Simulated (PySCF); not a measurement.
# C5H3ClOS: geometry, NMR shifts

What NMR shifts should C5H3ClOS (`O=C(Cl)c1ccsc1`) show?

Computed with PySCF 2.14.0, with density-fitted response routines of our own, on a single molecule in the gas phase. Atoms count from 0, in the outputs and in this text.

## 1. The starting structure

11 atoms, charge 0, multiplicity 1; geometry from: GFN2-xTB.

Bonds of the start (Å): O0–C1 1.19, C1–Cl2 1.78, C1–C3 1.45, C3–C4 1.43, C4–C5 1.35, C5–S6 1.73, S6–C7 1.70, C7–C3 1.37, C4–H8 1.07, C5–H9 1.07, C7–H10 1.07.

## 2. Geometry optimisation at PBE0-D3(BJ)/def2-SVP

The job: settings as JSON, then the geometry in Å.

```
{"job": {"xc": "PBE0", "basis": "def2-SVP", "d3": "d3bj", "grid": 1, "kind": "geom"}, "charge": 0, "multiplicity": 1}
O     -2.116103    -1.609086     0.139380
C     -1.741082    -0.508423    -0.109512
Cl    -2.927659     0.719896    -0.615158
C     -0.386037    -0.000548    -0.057156
C      0.704860    -0.836894     0.329500
C      1.886058    -0.181355     0.316317
S      1.705562     1.466124    -0.165091
C      0.025760     1.275643    -0.351919
H      0.574133    -1.869024     0.596595
H      2.861172    -0.554306     0.558157
H     -0.581240     2.100644    -0.667078
```

Started as:

```bash
> OMP_NUM_THREADS=1 python probes_run.py task.json out
```

The driver reads the jobs from task.json and runs them one after another.

**Question.** This job is followed by: GIAO PBE0/pcSseg-0 NMR shielding, non-relativistic, gas phase. What will the session give for the following? point group; rotational constants (main isotopes); ¹³C shifts against TMS (PBE0/pcSseg-0); ¹H shifts against TMS (PBE0/pcSseg-0); ¹⁷O shifts against H2O (PBE0/pcSseg-0); ³⁵Cl shifts against HCl (PBE0/pcSseg-0); ³³S shifts against CS2 (PBE0/pcSseg-0).

The runs gave:

| quantity | value |
| --- | --- |
| point group | Cs |
| rotational constants (main isotopes) | 3.31, 0.92, 0.72 GHz |
| ¹³C shifts against TMS (PBE0/pcSseg-0) | 181.6, 157.7, 145.2, 145.2, 138.1 ppm |
| ¹H shifts against TMS (PBE0/pcSseg-0) | 8.09, 7.63, 6.97 ppm |
| ¹⁷O shifts against H2O (PBE0/pcSseg-0) | 619.9 ppm |
| ³⁵Cl shifts against HCl (PBE0/pcSseg-0) | 410 ppm |
| ³³S shifts against CS2 (PBE0/pcSseg-0) | 224 ppm |

Relaxing lowered the energy by 0.039 eV in 4 steps; the close pair that moved most is C1–C3, from 1.448 to 1.468 Å. At PBE0/pcSseg-0: The widest tensor belongs to O0: span 980 ppm, with a paramagnetic part of -681 ppm. NICS(1)zz of -24 ppm above the planar ring from C3 marks a diatropic (aromatic) ring current.
